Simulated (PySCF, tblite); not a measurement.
# C₇H₃ClFO radical: geometry, infrared bands and EPR parameters

What infrared bands and EPR parameters should C₇H₃ClFO radical (`O=c1ccc[c]c(F)c1Cl`) show?

The runs use tblite 0.8.0 and PySCF 2.14.0, with density-fitted response routines of our own; the level of theory stands in each step. All values are computed, except where a source is named. Atoms count from 0, in the outputs and in this text.

### Step 1. The molecule as given

13 atoms, charge 0, multiplicity 2; geometry from: force field or distance geometry start.

Bonds of the start (Å): O0–C1 1.23, C1–C2 1.55, C2–C3 1.36, C3–C4 1.33, C4–C5 1.29, C5–C6 1.30, C6–F7 1.35, C6–C8 1.35, C8–Cl9 1.72, C8–C1 1.55, C2–H10 1.09, C3–H11 1.10, C4–H12 1.09.

### Step 2. Geometry optimisation with GFN2-xTB

Job settings and geometry (Å):

```
{"job": {"kind": "relax", "xc": "GFN2-xTB", "basis": "xTB"}, "charge": 0, "multiplicity": 2}
O      1.601500    -2.062400    -0.307300
C      0.910400    -1.063000    -0.108300
C     -0.594100    -1.387300     0.074300
C     -1.629700    -0.503100     0.092300
C     -1.535000     0.826600     0.038600
C     -0.353700     1.350200    -0.038200
C      0.942500     1.458500    -0.058600
F      1.545400     2.667700    -0.021400
C      1.640100     0.307100    -0.061500
Cl     3.358700     0.324000    -0.029300
H     -0.833400    -2.446900     0.140700
H     -2.635800    -0.932800     0.192700
H     -2.421300     1.461900     0.068400
```

On the command line:

```bash
$ OMP_NUM_THREADS=1 python probes_run.py task.json out
```

One launch serves the whole session: the jobs run in the order shown.

**Question.** This job is followed by: GFN2-xTB harmonic vibrations, gas phase; UKS B3LYP, pcH-1 on C Cl F H O, non-relativistic, mean-field spin-orbit, GIAO. What will the session give for the following? strongest single infrared mode (GFN2-xTB); zero-point energy (GFN2-xTB); g(iso) (B3LYP); ⟨S²⟩; largest a(iso); potential on the surface of density 0.002 e/bohr³, 1st and 99th percentile.

As calculated:

| quantity | value |
| --- | --- |
| strongest single infrared mode (GFN2-xTB) | 1633 cm⁻¹, 253 km/mol |
| zero-point energy (GFN2-xTB) | 47.0 kcal/mol |
| g(iso) (B3LYP) | 2.00485 |
| ⟨S²⟩ | 0.794 (exact 0.75) |
| largest a(iso) | 13C on C5, 233.3 MHz |
| potential on the surface of density 0.002 e/bohr³, 1st and 99th percentile | -1.63 V and 1.54 V |

In words: The optimisation took 73 steps and gained 1.116 eV; among the close pairs (by a distance rule), C3–C4 changed most, from 1.334 to 1.449 Å. No mode is imaginary among the 33: a minimum at this level. The strongest single mode, at 1633 cm⁻¹, moves mainly C1 and O0. Unscaled tight-binding wavenumbers are off by several per cent, some by more. Its intensities can rank the bands wrongly. C5 carries the largest spin population, 0.82 e. The isotropic g lies 2.5 ppt above the free-electron value. The conformer search found further structures of the same energy, which may be mirror or relabelled copies of this one.
